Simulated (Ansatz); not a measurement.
**Si3H7Cl (built from SMILES [SiH3][SiH]([SiH3])Cl): search for a transition state**

Aim: find the saddle point of a extrusion of a silylene or germylene that is to form Si1–Cl3 and break Si1–Si2, Si2–Cl3, prove it by its vibrations, and relax downhill on both sides to see what it joins.

Method: PBE0-D4, def2-SVP first, then def2-TZVP; program: Ansatz 0.2.0, Gaussian basis.

115 further runs of the same task are left out: 1 that didn't finish, 114 set aside as unsound or not needed.

## Step 1: The starting structure

The guess: 11 atoms, charge 0, spin multiplicity 1.

Atoms are counted from 1 here; the program's logs count them from 0.

Bond lengths: Si1–Si2 2.476 Å, Si1–Cl3 2.339 Å, Si1–H6 1.467 Å, Si1–H7 1.464 Å, Si1–H8 1.497 Å, Si2–Cl3 2.398 Å, Si2–H4 1.484 Å, Si2–Si5 2.323 Å, Si5–H9 1.469 Å, Si5–H10 1.469 Å, Si5–H11 1.470 Å. Angles: Si2–Si1–Cl3 59.7°, Si2–Si1–H6 93.9°, Si2–Si1–H7 93.8°, Si2–Si1–H8 148.2°, Cl3–Si1–H6 119.4°, Cl3–Si1–H7 110.1°, Cl3–Si1–H8 88.7°, H6–Si1–H7 126.4°, H6–Si1–H8 99.6°, H7–Si1–H8 100.8°, Si1–Si2–Cl3 57.3°, Si1–Si2–H4 114.3°, Si1–Si2–Si5 135.0°, Cl3–Si2–H4 92.4°, Cl3–Si2–Si5 100.7°, H4–Si2–Si5 104.4°, Si1–Cl3–Si2 63.0°, Si2–Si5–H9 119.5° and more.

As a file:

```tsv
atom	x (Å)	y (Å)	z (Å)
Si1	-0.4925	-0.9097	1.9324
Si2	0.7800	0.0554	0.0407
Cl3	-0.7187	-1.7984	-0.2192
H4	1.9504	-0.7517	-0.3843
Si5	0.2342	1.3156	-1.8323
H6	0.7094	-1.2166	2.7155
H7	-1.3515	0.2658	2.0827
H8	-1.4012	-1.9873	2.4371
H9	0.2876	0.6951	-3.1630
H10	-1.1284	1.8525	-1.7129
H11	1.1307	2.4793	-1.8967
```

Distances that are to change: Si1–Cl3 2.34 Å, Si1–Si2 2.48 Å, Si2–Cl3 2.40 Å.

## Step 2: Constrained relaxation of the guess

File hold/in.yaml:

```yaml
crystal:
  periodic: [false, false, false]
  atoms:
    - {symbol: Si, position_ang: [-0.492500, -0.909700, 1.932400]}
    - {symbol: Si, position_ang: [0.780000, 0.055400, 0.040700]}
    - {symbol: Cl, position_ang: [-0.718700, -1.798400, -0.219200]}
    - {symbol: H, position_ang: [1.950400, -0.751700, -0.384300]}
    - {symbol: Si, position_ang: [0.234200, 1.315600, -1.832300]}
    - {symbol: H, position_ang: [0.709400, -1.216600, 2.715500]}
    - {symbol: H, position_ang: [-1.351500, 0.265800, 2.082700]}
    - {symbol: H, position_ang: [-1.401200, -1.987300, 2.437100]}
    - {symbol: H, position_ang: [0.287600, 0.695100, -3.163000]}
    - {symbol: H, position_ang: [-1.128400, 1.852500, -1.712900]}
    - {symbol: H, position_ang: [1.130700, 2.479300, -1.896700]}
basis:
  gaussian: {orbitals: def2-SVP}
hamiltonian: {xc: pbe0, dispersion: d4}
relax: {f_tol: 0.04, max_steps: 150, escape_saddle: false, constraints: [{distance: [0, 2]}, {distance: [0, 1]}, {distance: [1, 2]}]}
```

Started as:

```bash
$ ansatz run in.yaml --threads 4 --pin off --events-out ev --progress --plain --max-ram 9574MiB
```

Further steps of the session: A starting Hessian; Saddle search in the small basis; Saddle search in triple zeta; Checking the order of the point; Relaxing after a step of 0.30 Å one way along the mode; Relaxing after a step of 0.30 Å the other way along the mode.

What does the calculation give? Wanted: imaginary mode; barrier from the start side; barrier from the end side; energy of the step; pairs that change; zero-point energy at the saddle.

The runs gave:

```
                       quantity                                             value
                 imaginary mode                                         201i cm⁻¹
    barrier from the start side                                          2.120 eV
      barrier from the end side                                          0.081 eV
             energy of the step                                         +2.039 eV
              pairs that change  Si1–Cl3 formed, Si1–Si2 broken, Si2–Cl3 loosened
zero-point energy at the saddle                                          1.610 eV
```

**Reading.** The point has a single imaginary mode (201i cm⁻¹), as a transition state must. The two relaxations end on the structures that were planned. A bond meant to break is only loosened at the end: the products stay bound as an adduct. At PBE0-D4/def2-TZVP the electronic barrier is 2.120 eV, about 83 kT at 298 K, and the step runs 2.039 eV uphill. A step off the saddle overshot and began above it in energy, so the link to its end is likely but not proven. The ends are the nearest minima, not always the lowest complexes.
